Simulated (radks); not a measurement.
# Ionisation energy and size from Ca⁴⁺ to Fe⁴⁺

An exercise on one series of results from a longer session: the logs are not shown, and one member is left open.

The numbers are computed with radks (a radial shooting solver on a logarithmic mesh, Libxc functionals) version 1 (scalar-relativistic Kohn-Sham, SCAN, spin-polarised, spherical densities, finite nucleus; open shells are filled with parallel spins first), except any that are marked as measured or tabulated.

10 further runs of the same task are left out: 8 that didn't finish, 2 set aside as unsound or not needed.

### The atom as given

- species: Ca⁴⁺, Sc⁴⁺, Ti⁴⁺, V⁴⁺, Cr⁴⁺, Mn⁴⁺, Fe⁴⁺
- runs: 14, each species and its next ion

Set-up of the first run:

Settings of this run:

```text
Z 20
configuration [Ne] 3s2 3p4
relativity scalar-relativistic
functional scan,scan
spin polarised
nucleus finite rms 3.4776 fm
c 137.035999084
```

Started as:

```bash
$ python run_ks.py task.json out
```

All runs below come from this command, one after another.

Steps of the session up to this table: Ca⁴⁺, [Ne] 3s2 3p4; Ca⁵⁺, [Ne] 3s2 3p3; Sc⁴⁺, [Ne] 3s2 3p5; Sc⁵⁺, [Ne] 3s2 3p4; Ti⁴⁺, [Ar]; Ti⁵⁺, [Ne] 3s2 3p5; V⁴⁺, [Ar] 3d1; V⁵⁺, [Ar]; Cr⁴⁺, [Ar] 3d2; Cr⁵⁺, [Ar] 3d1; Mn⁴⁺, [Ar] 3d3; Mn⁵⁺, [Ar] 3d2; Fe⁴⁺, [Ar] 3d4; Fe⁵⁺, [Ar] 3d3.

One of the session's tables, all rows but one given; the rest of the session is left out.

| species | Δ-SCF (eV) | −ε(HOMO) (eV) | its <r> (bohr) |
| --- | --- | --- | --- |
| Ca⁴⁺ | 83.660 | 75.506 | 1.17 |
| Sc⁴⁺ | 92.059 | 83.037 | 1.09 |
| Ti⁴⁺ | ? | ? | ? |
| V⁴⁺ | 64.871 | 55.277 | 1.08 |
| Cr⁴⁺ | 68.980 | 58.928 | 1.01 |
| Mn⁴⁺ | 72.869 | 62.406 | 0.958 |
| Fe⁴⁺ | 76.633 | 65.747 | 0.909 |

Estimate the missing values for Ti⁴⁺.

As computed: Δ-SCF (eV): 100.07; −ε(HOMO) (eV): 90.362; its <r> (bohr): 1.03. In the column «Δ-SCF (eV)» it is the highest.

In words: Reference values: NIST Atomic Spectra Database (exp. measured, semi-emp. semi-empirical, theory a theoretical value adopted there). By these runs, which need not match the measured order, Ti⁴⁺ holds its electron most tightly (100.07 eV) and V⁴⁺ least (64.871 eV); the widest outer orbital is the 3p of Ca⁴⁺. Against the measured or semi-empirical entries the Δ-SCF values err by +0.2 % on average (signed), at worst +2.2 % (Fe⁴⁺). Open shells are spherical and high-spin; term and fine-structure splittings are not resolved.

**Measured values.**

NIST Atomic Spectra Database reports: ionisation energy of Ti⁴⁺ 99.299 ± 0.012 eV; ionisation energy of V⁴⁺ 65.2816 eV.
